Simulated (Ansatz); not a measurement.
Working through a comparison of dispersion corrections of C₃H₈BF, SMILES BC(C)(C)F

Computed with the Ansatz DFT code, driven from Python.

Run as a notebook:

**Cell 1**
```python
import ansatz as az
```

**Cell 2**
```python
GEOMETRY = """
B    -1.04400    1.08380   -0.36070
C     0.17800    0.15890   -0.32580
C     0.88310    0.32630    0.99610
C    -0.18060   -1.28250   -0.52850
F     1.04140    0.50870   -1.36990
H    -1.96140    1.02190    0.41800
H    -1.14570    1.97220   -1.19430
H     1.28920    1.39360    1.13630
H     1.81990   -0.30930    1.07400
H     0.26020    0.04790    1.88580
H    -0.77790   -1.41320   -1.48270
H    -0.92590   -1.60830    0.30160
H     0.58400   -1.93480   -0.53520
"""
```

**Cell 3**
```python
geometry = az.Crystal.molecule()
for line in GEOMETRY.strip().splitlines():
    symbol, *xyz = line.split()
    geometry = geometry.atom(symbol, [float(v) for v in xyz])
```

**Cell 4**
```python
base = (
    geometry.calculation()
    .basis(gaussian="def2-SVP")
    .accuracy("medium")
)
for name in ["pbe0", "revpbe"]:
    for correction in ("d3bj", "d4"):
        rep = base.functional(name, dispersion=correction).run().report
        print(f"{name:8s} {correction:5s} total {rep['free_energy_ev']:.5f} eV, of which dispersion {1000 * rep['dispersion']['energy']['ev']:.2f} meV")
```
Output:
```text
pbe0     d3bj  total -6621.20991 eV, of which dispersion -204.04 meV
pbe0     d4    total -6621.19457 eV, of which dispersion -188.70 meV
revpbe   d3bj  total -6626.95727 eV, of which dispersion -622.52 meV
revpbe   d4    total -6627.11887 eV, of which dispersion -784.12 meV
```

Caveats:
- The settings weren't tested for convergence.
- The geometry is a force-field or estimated start, not a minimum of this method, and the basis set is short of its limit. D4 holds the three-body term, and d3bj doesn't.
- It ran for 12 s on 1 thread of Arm Neoverse V1, with other jobs on the host, peak memory 0.25 GiB.
